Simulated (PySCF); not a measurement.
# B₂GaH₆N: core binding energies at several levels of theory, part 2 of 2

PySCF 2.14.0. Atoms count from 0. Earlier steps stand in the parts before.

## (6) X-ray photoelectron lines: HF, X2C

The job: settings as JSON, then the geometry in Å.

```
{"job": {"kind": "xps", "xc": "HF"}, "charge": 0, "multiplicity": 1}
B      0.056164    -1.292076     0.796299
N      0.142193    -0.066737     0.064995
B      1.392791     0.602637    -0.111811
Ga    -1.422680     0.677867    -0.685557
H     -1.016769    -1.844826     0.917348
H      1.050503    -1.770253     1.292687
H      1.434346     1.646276    -0.728680
H      2.403998     0.125321     0.351040
H     -2.725193    -0.173698    -0.551932
H     -1.263840     2.075821    -1.362612
```

Method: delta-SCF UKS HF, pcX-2 on the ionised atom, pcseg-1 elsewhere, spin-free X2C.

Standard output, cut to the lines that bear on the results:

```text
ground state, core basis on atom 0 (B), 130 functions
  cycle   1  E = -2045.46350741  |g| = 3.54e-01
  cycle   2  E = -2045.51264118  |g| = 1.22e-01
  cycle   3  E = -2045.51701058  |g| = 6.56e-02
  cycle   4  E = -2045.51814905  |g| = 7.14e-03
  cycle   5  E = -2045.51817028  |g| = 1.29e-03
  cycle   6  E = -2045.51817154  |g| = 3.15e-04
  E(ground) = -2045.51817154 Eh
hole in B 1s of atom 0
  cycle   1  E = -2037.91057062  |g| = 1.14e+00
  cycle   2  E = -2038.21099580  |g| = 4.76e-01
  cycle   3  E = -2038.30118805  |g| = 1.44e-01
  cycle   4  E = -2038.31002536  |g| = 4.37e-02
  cycle   5  E = -2038.31118058  |g| = 1.54e-02
  cycle   6  E = -2038.31177157  |g| = 1.21e-02
  cycle   7  E = -2038.31498573  |g| = 3.17e-02
  cycle   8  E = -2038.31246479  |g| = 9.72e-03
  cycle   9  E = -2038.31285903  |g| = 9.22e-03
  cycle  10  E = -2038.31327760  |g| = 7.50e-03
[... 10 cycles left out ...]
  cycle  21  E = -2038.31473135  |g| = 6.11e-03
  cycle  22  E = -2038.31562574  |g| = 1.57e-02
  cycle  23  E = -2038.31761212  |g| = 3.14e-02
  cycle  24  E = -2038.31649480  |g| = 2.42e-02
  cycle  25  E = -2038.31643399  |g| = 2.31e-02
  cycle  26  E = -2038.31515685  |g| = 1.12e-02
  cycle  27  E = -2038.31474546  |g| = 6.24e-03
  cycle  28  E = -2038.31463110  |g| = 3.92e-03
  cycle  29  E = -2038.31454850  |g| = 3.69e-04
  cycle  30  E = -2038.31454773  |g| = 1.05e-04
  E(ion) = -2038.31454773 Eh   <S^2> = 1.0030   hole on atom = 1.000   binding energy = 196.021 eV
ground state, core basis on atom 1 (N), 130 functions
  cycle   1  E = -2045.53830940  |g| = 3.19e-02
  cycle   2  E = -2045.53841813  |g| = 6.92e-03
  cycle   3  E = -2045.53842598  |g| = 4.38e-03
  cycle   4  E = -2045.53842980  |g| = 3.68e-04
  E(ground) = -2045.53842980 Eh
hole in N 1s of atom 1
  cycle   1  E = -2029.98557582  |g| = 1.85e+00
  cycle   2  E = -2030.37624662  |g| = 1.10e+00
  cycle   3  E = -2030.70321083  |g| = 1.13e-01
  cycle   4  E = -2030.70781453  |g| = 2.17e-02
  cycle   5  E = -2030.70838996  |g| = 1.12e-02
  cycle   6  E = -2030.70860871  |g| = 3.56e-03
  cycle   7  E = -2030.70863033  |g| = 9.88e-04
  cycle   8  E = -2030.70863190  |g| = 2.84e-04
  E(ion) = -2030.70863190 Eh   <S^2> = 0.7792   hole on atom = 1.000   binding energy = 403.539 eV
```

Run time: 10 s. Hardware: 1 thread of Arm Neoverse V1, shared host; peak memory 0.51 GiB.

The holes in one table. −ε is the ground-state orbital energy:

| hole | stands for | environment | ΔSCF (eV) | −ε (eV) | ⟨S²⟩ |
| --- | --- | --- | --- | --- | --- |
| B1s on B0 | B0, B2 | boron bonded to N, 2 H | 196.02 (doubtful) | 207.0 | 1.003 |
| N1s on N1 | N1 | nitrogen bonded to 2 B, Ga | 403.54 | 423.2 | 0.779 |

Each hole run stands for the others of its class of like atoms.

Doubtful: the ion did not converge, its hole moved, or its ⟨S²⟩ is well above 0.75.

## (7) X-ray photoelectron lines: SCAN, X2C

The job, as its differences from that of step 6:

```diff
@@ -1,2 +1,2 @@
-{"job": {"kind": "xps", "xc": "HF"}, "charge": 0, "multiplicity": 1}
+{"job": {"kind": "xps", "basis": "pcX-1"}, "charge": 0, "multiplicity": 1}
 B      0.056164    -1.292076     0.796299
```

With the program's defaults for keys left out, this is: delta-SCF UKS SCAN, pcX-1 on the ionised atom, pcseg-1 elsewhere, spin-free X2C.

Standard output:

```text
ground state, core basis on atom 0 (B), 109 functions
  cycle   1  E = -2047.70305828  |g| = 4.38e-01
  cycle   2  E = -2047.57987150  |g| = 8.15e-01
  cycle   3  E = -2047.74945180  |g| = 1.09e-01
  cycle   4  E = -2047.75247309  |g| = 2.83e-02
  cycle   5  E = -2047.75271238  |g| = 4.84e-03
  cycle   6  E = -2047.75271801  |g| = 1.58e-03
  cycle   7  E = -2047.75272061  |g| = 4.16e-04
  E(ground) = -2048.01490249 Eh
hole in B 1s of atom 0
  cycle   1  E = -2040.13937307  |g| = 1.15e+00
  cycle   2  E = -2038.22869429  |g| = 1.84e+00
  cycle   3  E = -2040.35748489  |g| = 5.08e-01
  cycle   4  E = -2040.51566404  |g| = 2.61e-01
  cycle   5  E = -2040.51745224  |g| = 2.43e-01
  cycle   6  E = -2040.54696064  |g| = 3.14e-02
  cycle   7  E = -2040.54763035  |g| = 1.00e-02
  cycle   8  E = -2040.54775225  |g| = 4.38e-03
  cycle   9  E = -2040.54779598  |g| = 3.31e-03
  cycle  10  E = -2040.54782640  |g| = 1.94e-03
  cycle  11  E = -2040.54783728  |g| = 9.30e-04
  cycle  12  E = -2040.54784004  |g| = 3.79e-04
  E(ion) = -2040.81026531 Eh   <S^2> = 0.8164   hole on atom = 1.000   binding energy = 196.048 eV
ground state, core basis on atom 1 (N), 109 functions
  cycle   1  E = -2047.75521233  |g| = 3.63e-02
  cycle   2  E = -2047.75454018  |g| = 6.42e-02
  cycle   3  E = -2047.75541452  |g| = 6.49e-03
  cycle   4  E = -2047.75542313  |g| = 2.57e-03
  cycle   5  E = -2047.75542595  |g| = 2.86e-04
  E(ground) = -2048.01400687 Eh
hole in N 1s of atom 1
  cycle   1  E = -2032.16952335  |g| = 1.87e+00
  cycle   2  E = -2031.39962762  |g| = 2.13e+00
  cycle   3  E = -2032.82944013  |g| = 4.24e-01
  cycle   4  E = -2032.89000719  |g| = 9.51e-02
  cycle   5  E = -2032.89367155  |g| = 1.52e-02
  cycle   6  E = -2032.89378745  |g| = 5.40e-03
  cycle   7  E = -2032.89380612  |g| = 1.13e-03
  cycle   8  E = -2032.89380678  |g| = 2.84e-04
  E(ion) = -2033.15080797 Eh   <S^2> = 0.7669   hole on atom = 1.000   binding energy = 404.448 eV
```

Run time: 8.1 s. Hardware: 1 thread of Arm Neoverse V1, shared host; peak memory 0.51 GiB.

The holes in one table. −ε is the ground-state orbital energy:

| hole | stands for | environment | ΔSCF (eV) | −ε (eV) | ⟨S²⟩ |
| --- | --- | --- | --- | --- | --- |
| B1s on B0 | B0, B2 | boron bonded to N, 2 H | 196.05 | 180.2 | 0.816 |
| N1s on N1 | N1 | nitrogen bonded to 2 B, Ga | 404.45 | 385.9 | 0.767 |

Each hole run stands for the others of its class of like atoms.

## (8) X-ray photoelectron lines: SCAN, X2C

The job, as its differences from that of step 7:

```diff
@@ -1,2 +1,2 @@
-{"job": {"kind": "xps", "basis": "pcX-1"}, "charge": 0, "multiplicity": 1}
+{"job": {"kind": "xps", "basis": "def2-TZVP"}, "charge": 0, "multiplicity": 1}
 B      0.056164    -1.292076     0.796299
```

With the program's defaults for keys left out, this is: delta-SCF UKS SCAN, def2-TZVP on the ionised atom, pcseg-1 elsewhere, spin-free X2C.

Standard output:

```text
ground state, core basis on atom 0 (B), 116 functions
  cycle   1  E = -2047.71367131  |g| = 4.48e-01
  cycle   2  E = -2047.58303220  |g| = 8.35e-01
  cycle   3  E = -2047.76180320  |g| = 1.12e-01
  cycle   4  E = -2047.76503031  |g| = 3.08e-02
  cycle   5  E = -2047.76531085  |g| = 5.54e-03
  cycle   6  E = -2047.76531867  |g| = 1.87e-03
  cycle   7  E = -2047.76531851  |g| = 5.16e-04
  cycle   8  E = -2047.76532043  |g| = 1.93e-04
  E(ground) = -2048.02745304 Eh
hole in B 1s of atom 0
  cycle   1  E = -2040.14888253  |g| = 1.13e+00
  cycle   2  E = -2038.30469225  |g| = 1.68e+00
  cycle   3  E = -2040.29428029  |g| = 5.82e-01
  cycle   4  E = -2040.50968955  |g| = 2.63e-01
  cycle   5  E = -2040.51478358  |g| = 2.47e-01
  cycle   6  E = -2040.54509546  |g| = 3.62e-02
  cycle   7  E = -2040.54602239  |g| = 9.06e-03
  cycle   8  E = -2040.54613816  |g| = 4.39e-03
  cycle   9  E = -2040.54619349  |g| = 3.06e-03
  cycle  10  E = -2040.54622561  |g| = 1.78e-03
  cycle  11  E = -2040.54623736  |g| = 9.49e-04
  cycle  12  E = -2040.54623932  |g| = 3.69e-04
  E(ion) = -2040.80926298 Eh   <S^2> = 0.8085   hole on atom = 1.000   binding energy = 196.417 eV
ground state, core basis on atom 1 (N), 116 functions
  cycle   1  E = -2047.78326603  |g| = 1.36e-02
  cycle   2  E = -2047.78325686  |g| = 1.36e-02
  cycle   3  E = -2047.78329766  |g| = 6.06e-03
  cycle   4  E = -2047.78330527  |g| = 1.86e-03
  cycle   5  E = -2047.78330616  |g| = 2.99e-04
  E(ground) = -2048.04257488 Eh
hole in N 1s of atom 1
  cycle   1  E = -2032.19534382  |g| = 1.82e+00
  cycle   2  E = -2031.46962156  |g| = 1.95e+00
  cycle   3  E = -2032.80695597  |g| = 4.95e-01
  cycle   4  E = -2032.89906203  |g| = 9.60e-02
  cycle   5  E = -2032.90296514  |g| = 1.51e-02
  cycle   6  E = -2032.90309224  |g| = 3.72e-03
  cycle   7  E = -2032.90310211  |g| = 9.85e-04
  cycle   8  E = -2032.90310262  |g| = 3.69e-04
  E(ion) = -2033.16077022 Eh   <S^2> = 0.7659   hole on atom = 1.000   binding energy = 404.955 eV
```

Wall time 9.4 s (1 thread of Arm Neoverse V1, shared host); peak memory 0.51 GiB.

The holes in one table. −ε is the ground-state orbital energy:

| hole | stands for | environment | ΔSCF (eV) | −ε (eV) | ⟨S²⟩ |
| --- | --- | --- | --- | --- | --- |
| B1s on B0 | B0, B2 | boron bonded to N, 2 H | 196.42 | 180.3 | 0.808 |
| N1s on N1 | N1 | nitrogen bonded to 2 B, Ga | 404.95 | 386.0 | 0.766 |

Each hole run stands for the others of its class of like atoms.

## (9) Core-electron binding energies: SCAN, non-relativistic

The job, as its differences from that of step 8:

```diff
@@ -1,2 +1,2 @@
-{"job": {"kind": "xps", "basis": "def2-TZVP"}, "charge": 0, "multiplicity": 1}
+{"job": {"kind": "xps", "x2c": false}, "charge": 0, "multiplicity": 1}
 B      0.056164    -1.292076     0.796299
```

Level: delta-SCF UKS SCAN, pcX-2 on the ionised atom, pcseg-1 elsewhere, non-relativistic.

Standard output:

```text
ground state, core basis on atom 0 (B), 130 functions
  cycle   1  E = -2032.52846824  |g| = 4.68e-01
  cycle   2  E = -2032.40070646  |g| = 8.38e-01
  cycle   3  E = -2032.57933076  |g| = 1.31e-01
  cycle   4  E = -2032.58370592  |g| = 3.11e-02
  cycle   5  E = -2032.58398327  |g| = 6.29e-03
  cycle   6  E = -2032.58399166  |g| = 1.89e-03
  cycle   7  E = -2032.58399380  |g| = 5.12e-04
  cycle   8  E = -2032.58399432  |g| = 1.97e-04
  E(ground) = -2032.84624769 Eh
hole in B 1s of atom 0
  cycle   1  E = -2024.96904632  |g| = 1.15e+00
  cycle   2  E = -2023.02009350  |g| = 1.88e+00
  cycle   3  E = -2025.20096288  |g| = 4.94e-01
  cycle   4  E = -2025.35153738  |g| = 2.48e-01
  cycle   5  E = -2025.35136870  |g| = 2.38e-01
  cycle   6  E = -2025.37957581  |g| = 3.17e-02
  cycle   7  E = -2025.38024484  |g| = 1.02e-02
  cycle   8  E = -2025.38037751  |g| = 4.60e-03
  cycle   9  E = -2025.38042556  |g| = 3.57e-03
  cycle  10  E = -2025.38045863  |g| = 2.27e-03
  cycle  11  E = -2025.38047581  |g| = 1.15e-03
  cycle  12  E = -2025.38047760  |g| = 5.06e-04
  cycle  13  E = -2025.38047859  |g| = 1.11e-04
  E(ion) = -2025.64261330 Eh   <S^2> = 0.8237   hole on atom = 1.000   binding energy = 196.021 eV
ground state, core basis on atom 1 (N), 130 functions
  cycle   1  E = -2032.60413123  |g| = 4.46e-02
  cycle   2  E = -2032.60412737  |g| = 1.36e-02
  cycle   3  E = -2032.60407141  |g| = 2.08e-02
  cycle   4  E = -2032.60417161  |g| = 3.40e-03
  cycle   5  E = -2032.60417499  |g| = 4.49e-04
  E(ground) = -2032.86286847 Eh
hole in N 1s of atom 1
  cycle   1  E = -2017.02435898  |g| = 1.87e+00
  cycle   2  E = -2016.25571215  |g| = 2.15e+00
  cycle   3  E = -2017.69430924  |g| = 4.06e-01
  cycle   4  E = -2017.74882429  |g| = 9.67e-02
  cycle   5  E = -2017.75249801  |g| = 1.59e-02
  cycle   6  E = -2017.75261695  |g| = 6.00e-03
  cycle   7  E = -2017.75263936  |g| = 1.31e-03
  cycle   8  E = -2017.75264098  |g| = 3.66e-04
  E(ion) = -2018.00969485 Eh   <S^2> = 0.7676   hole on atom = 1.000   binding energy = 404.175 eV
```

Wall time 10 s (1 thread of Arm Neoverse V1, shared host); peak memory 0.51 GiB.

The holes in one table. −ε is the ground-state orbital energy:

| hole | stands for | environment | ΔSCF (eV) | −ε (eV) | ⟨S²⟩ |
| --- | --- | --- | --- | --- | --- |
| B1s on B0 | B0, B2 | boron bonded to N, 2 H | 196.02 | 180.3 | 0.824 |
| N1s on N1 | N1 | nitrogen bonded to 2 B, Ga | 404.18 | 385.8 | 0.768 |

Each hole run stands for the others of its class of like atoms.

## (10) Outcome

The summary covers parts 1 to 2.

```
                                          quantity         value
                  B1s binding energies, SCAN/pcX-2  B0 196.06 eV
                  N1s binding energies, SCAN/pcX-2  N1 404.39 eV
                 B1s binding energies, B3LYP/pcX-2  B0 196.32 eV
                 N1s binding energies, B3LYP/pcX-2  N1 404.22 eV
                  B1s binding energies, PBE0/pcX-2  B0 195.64 eV
                  N1s binding energies, PBE0/pcX-2  N1 403.81 eV
                   B1s binding energies, PBE/pcX-2  B0 195.25 eV
                   N1s binding energies, PBE/pcX-2  N1 403.60 eV
                    N1s binding energies, HF/pcX-2  N1 403.54 eV
                  B1s binding energies, SCAN/pcX-1  B0 196.05 eV
                  N1s binding energies, SCAN/pcX-1  N1 404.45 eV
              B1s binding energies, SCAN/def2-TZVP  B0 196.42 eV
              N1s binding energies, SCAN/def2-TZVP  N1 404.95 eV
B1s binding energies, SCAN/pcX-2, non-relativistic  B0 196.02 eV
N1s binding energies, SCAN/pcX-2, non-relativistic  N1 404.18 eV
```

In words: Single values in the summary come from the first sound run of each kind (SCAN/pcX-2), which need not be the best level.
